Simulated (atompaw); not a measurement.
**Pseudopotential generation for Lu: PAW (atompaw), LDA (PW92)**

Do these settings give a usable potential? It is generated, then checked for scattering, ghosts and hardness.

Method: atompaw 4.2.0.5, LDA (PW92), scalar-relativistic.

### 1 Starting point

The settings as typed:

| Item | Value |
| --- | --- |
| element | lutetium (Lu, Z = 71) |
| type | PAW |
| frozen core | [Kr] 4d10 |
| valence charge | 25 |
| reference configuration | 4f14 5s2 5p6 5d1 6s2 6p0 |
| partial waves | 5s (bound): rc 1.45 bohr; 6s (bound): rc 1.55 bohr; 5p (bound): rc 1.95 bohr; 6p (bound, empty): rc 2.70 bohr; 5d (bound): rc 2.70 bohr; 5d channel at 0.15 Ry: rc 2.70 bohr; 4f (bound): rc 1.10 bohr; 4f channel at 2.1 Ry: rc 1.10 bohr |
| local potential | bessel scheme, radius 2.05 bohr |
| core correction | smooth core density matched at 2.65 bohr |
| augmentation charge | sinc compensation charge, radius 2.55 bohr; PAW radius 2.70 bohr; waves and projectors: custom polynom vanderbiltortho |

The outer shells as boxes (Hund's rule for the drawing; the calculation is spin-unpolarised):

```
[Kr] core
4d [↑↓][↑↓][↑↓][↑↓][↑↓]
4f [↑↓][↑↓][↑↓][↑↓][↑↓][↑↓][↑↓]
5s [↑↓]
5p [↑↓][↑↓][↑↓]
5d [↑ ][  ][  ][  ][  ]
6s [↑↓]
6p [  ][  ][  ]
```

The nodes and maxima of the atom's own shells, from an earlier all-electron run, set the scale for the radii.

All-electron outer shells of the reference configuration (LDA (PW92), scalar-relativistic, ld1.x):

```csv
shell,level (eV),outermost node (bohr),outermost maximum (bohr)
4p,-357.47,0.25,0.47
4d,-191.71,0.23,0.48
5s,-61.20,0.57,1.04
5p,-31.79,0.61,1.19
4f,-9.81,–,0.47
6s,-4.80,1.41,3.00
5d,-1.92,0.68,1.84
6p,-1.40,1.73,4.32
```

### 2 Generating the potential

File Lu.input:

```
Lu 71
LDA-PW scalarrelativistic loggrid 2001 logderivrange -6 5 276
6 6 5 4 0 0
6 1 0
5 2 1
0 0 0
c
c
c
c
v
v
c
c
c
v
v
c
c
v
v
3
2.70 2.55 2.05 2.65
n
n
y
0.15
n
y
2.1
n
custom polynom vanderbiltortho sinc
bessel
1.45
1.55
1.95
2.70
2.70
2.70
1.10
1.10
PWSCFOUT
UPFDX 0.0125d0 UPFXMIN -7.d0 UPFZMESH 71.d0
END
```

Launch:

```bash
$ atompaw < Lu.input > Lu.log
```

Q: Predict the outcome of this session. Wanted: cutoffs for 10 and 1 mRy, occupied levels; bound ghosts; largest phase difference near zero energy, channels read; lowest eigenvalue of the overlap; share of valence orbitals outside the PAW sphere; UPF file.

As calculated:

```
                                                quantity                                              value
               cutoffs for 10 and 1 mRy, occupied levels                             180 Ry and over 300 Ry
                                            bound ghosts                                         none found
largest phase difference near zero energy, channels read                                          0.003 rad
         lowest eigenvalue of the overlap (Bessel basis)                                          0.459 (s)
        share of valence orbitals outside the PAW sphere  5s 0 %, 6s 75 %, 5p 2 %, 6p 94 %, 5d 45 %, 4f 0 %
                                                UPF file                                            written
```

In words: By its cutoff, 180 Ry for the looser tolerance, it is very hard. The tighter tolerance needs over 300 Ry, and converged work needs a cutoff nearer that. The slowest occupied level is 4f: taken alone it needs 180 Ry to come within 1 mRy, against 30 Ry for 5s. The Bessel-basis test finds no level below the valence levels. Near zero energy the phases of the channels with partial waves agree within 0.003 rad. These are tests on the free atom; a crystal test is still owed.
